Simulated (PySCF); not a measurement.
**The bond of SrCa, level by level**

The task here is to estimate one member of a computed series from the others.

Program: PySCF 2.14.0. Level of theory: Sr def2-SVP with ECP28, Ca def2-SVP, scalar-relativistic core potentials. These are calculated values, not measurements.

Set-up of the first run:

A driver script around PySCF takes these settings:

```json
{
  "atoms": "Sr, Ca",
  "charge": "0",
  "basis": "Sr def2-SVP with ECP28, Ca def2-SVP",
  "Hamiltonian": "scalar-relativistic core potentials",
  "basis functions": "47",
  "electrons treated": "30",
  "masses in u": "87.9056, 39.9626",
  "levels": "PBE0, PBE, r²SCAN, BLYP, BHandHLYP, B2PLYP, HF, MP2, SCS-MP2, CCSD, CCSD(T)",
  "grid": "80 radial by 434 angular points",
  "occupations": "held fixed by the projection of orbital angular momentum",
  "dissociation limit": "Sr + Ca, each in its ground configuration",
  "starting distance in angstrom": "3.300",
  "values of 2S to try": "0, 2"
}
```

Run with:

```
> OMP_NUM_THREADS=1 python dia.py task.json out
```

Steps of the session up to this table: The job; PBE0 along the bond; Other states along the same grid; PBE; r²SCAN (meta-GGA); BLYP; BHandHLYP; B2PLYP (double hybrid); RHF; Correlated methods on the Hartree–Fock reference.

One of the session's tables, all rows but one given; the rest of the session is left out.

| level | Re (Å) | ωe (cm⁻¹) | De (eV) |
| --- | --- | --- | --- |
| RHF-MP2 | ? | ? | ? |
| RHF-SCS-MP2 | 4.869 | 35.0 | 0.092 |
| RHF-CCSD | 4.840 | 35.3 | 0.092 |
| RHF-CCSD(T) | 4.691 | 42.4 | 0.124 |
| PBE | 4.343 | 69.4 | 0.237 |
| BLYP | 4.509 | 52.6 | 0.077 |
| r²SCAN | 4.388 | 68.7 | 0.235 |
| PBE0 | 4.429 | 63.6 | 0.196 |
| BHandHLYP | 4.785 | 37.5 | 0.038 |
| B2PLYP | 4.676 | 42.7 | 0.073 |

Q: Estimate the row for RHF-MP2 from the others.

**Answer.** Re (Å): 4.738; ωe (cm⁻¹): 41.1; De (eV): 0.123. In the column «Re (Å)» it lies between RHF-CCSD(T) (4.691) and BHandHLYP (4.785).

De is counted to Sr + Ca in their ground configurations. No constants: RHF (no minimum is bracketed among the points kept).

To keep in mind: The bond is weak, and basis-set superposition, which was not computed, may be a sizeable part of it.
